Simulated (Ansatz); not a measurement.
# CH₅FOSSi: one species, many methods

One table from this session's results is given with a row withheld; the runs are named, their logs left out.

Method: functionals in def2-TZVPP, the program's frozen cores in correlated methods; program: Ansatz 0.2.0, Gaussian basis.

Levels to be run: LDA (SPW92), PBE-D4, revPBE-D4, BLYP-D4, r2SCAN-D4, B97M-V, PBE0-D4, B3LYP-D4, r2SCANh-D4, r2SCAN0-D4, HSE06-D4, BHLYP-D4, CAM-B3LYP-D4, LC-ωPBE, ωB97X-V, ωB97M-V, B2PLYP, PBE-QIDH; CCSD(T)/def2-SVP; CCSD(T)/def2-TZVPP; MP2/def2-QZVPP; extrapolation to the limit; RPA on PBE.

## The geometry

The geometry comes from an earlier relaxation with PBE0-D4 in a triple-zeta def2 set; it is a stationary point, not always the lowest conformer.

SMILES `CO[SiH](F)S`, 10 atoms, charge 0, spin multiplicity 1.

Atoms are counted from 1 here; the program's logs count them from 0.

Bond lengths: C1–O2 1.415 Å, C1–H6 1.090 Å, C1–H7 1.095 Å, C1–H8 1.094 Å, O2–Si3 1.623 Å, Si3–F4 1.597 Å, Si3–S5 2.109 Å, Si3–H9 1.477 Å, S5–H10 1.345 Å. Angles: O2–C1–H6 107.9°, O2–C1–H7 111.2°, O2–C1–H8 111.2°, H6–C1–H7 108.6°, H6–C1–H8 109.0°, H7–C1–H8 109.0°, C1–O2–Si3 124.4°, O2–Si3–F4 107.9°, O2–Si3–S5 108.5°, O2–Si3–H9 113.7°, F4–Si3–S5 112.1°, F4–Si3–H9 106.2°, S5–Si3–H9 108.6°, Si3–S5–H10 92.9°.

As a file:

```
C    -0.4791   -1.5454    0.2844
O     0.4375   -0.4728    0.1708
Si    0.0110    1.0884    0.0467
F    -1.0649    1.2114   -1.1269
S     1.7430    2.2256   -0.3444
H     0.0944   -2.4711    0.3382
H    -1.0832   -1.4551    1.1931
H    -1.1449   -1.5899   -0.5820
H    -0.6401    1.6233    1.2603
H     2.2095    1.3345   -1.2372
```

Set-up of the first run:

in.yaml

```yaml
crystal:
  periodic: [false, false, false]
  atoms:
    - {symbol: C, position_ang: [-0.479140, -1.545383, 0.284403]}
    - {symbol: O, position_ang: [0.437532, -0.472824, 0.170789]}
    - {symbol: Si, position_ang: [0.011032, 1.088352, 0.046664]}
    - {symbol: F, position_ang: [-1.064943, 1.211359, -1.126939]}
    - {symbol: S, position_ang: [1.742984, 2.225584, -0.344391]}
    - {symbol: H, position_ang: [0.094381, -2.471057, 0.338187]}
    - {symbol: H, position_ang: [-1.083212, -1.455120, 1.193136]}
    - {symbol: H, position_ang: [-1.144859, -1.589877, -0.581958]}
    - {symbol: H, position_ang: [-0.640131, 1.623252, 1.260254]}
    - {symbol: H, position_ang: [2.209458, 1.334514, -1.237246]}
basis:
  gaussian: {orbitals: def2-TZVPP}
hamiltonian: {xc: lda}
output: {orbitals: {seedname: orbitals}}
```

Steps of the session up to this table: LDA; PBE-D4 (GGA); revPBE-D4 (GGA); BLYP-D4 (GGA); r2SCAN-D4 (meta-GGA); B97M-V (meta-GGA); PBE0-D4 (hybrid); B3LYP-D4 (hybrid); r2SCANh-D4 (hybrid); r2SCAN0-D4 (hybrid); HSE06-D4 (hybrid); BHLYP-D4 (hybrid); CAM-B3LYP-D4 (range-separated); LC-ωPBE-D4 (range-separated; the results give it without D4); ωB97X-V (range-separated); ωB97M-V (range-separated); B2PLYP (double hybrid); PBE-QIDH (double hybrid).

One of the session's tables, all rows but one given; the rest of the session is left out.

It belongs to the step «Orbital energies across the functionals». 

| functional | HOMO (eV) | LUMO (eV) | gap (eV) |
| --- | --- | --- | --- |
| LDA (SPW92) | -6.72 | -0.86 | 5.86 |
| PBE-D4 | -6.59 | -0.69 | 5.90 |
| revPBE-D4 | -6.54 | -0.61 | 5.93 |
| BLYP-D4 | -6.40 | -0.60 | 5.81 |
| r2SCAN-D4 | ? | ? | ? |
| B97M-V | -7.00 | -0.49 | 6.51 |
| PBE0-D4 | -7.86 | 0.27 | 8.14 |
| B3LYP-D4 | -7.58 | 0.01 | 7.59 |
| r2SCANh-D4 | -7.35 | 0.00 | 7.35 |
| r2SCAN0-D4 | -8.05 | 0.50 | 8.55 |
| HSE06-D4 | -7.46 | -0.11 | 7.35 |
| BHLYP-D4 | -8.95 | 1.20 | 10.16 |
| CAM-B3LYP-D4 | -9.18 | 1.33 | 10.52 |
| LC-ωPBE | -10.63 | 2.60 | 13.24 |
| ωB97X-V | -10.25 | 2.42 | 12.68 |
| ωB97M-V | -10.08 | 2.16 | 12.24 |

**Question.** Estimate the row for r2SCAN-D4.

Worked estimate for «HOMO (eV)». Against the share of exact exchange, r2SCANh-D4 (0.1, -7.35), r2SCAN0-D4 (0.25, -8.05) give a slope of -4.67 per unit share; at 0 the line stands at -6.88.

The run gave: HOMO (eV): -6.89; LUMO (eV): -0.34; gap (eV): 6.55. In «HOMO (eV)» the line misses by +0.01.
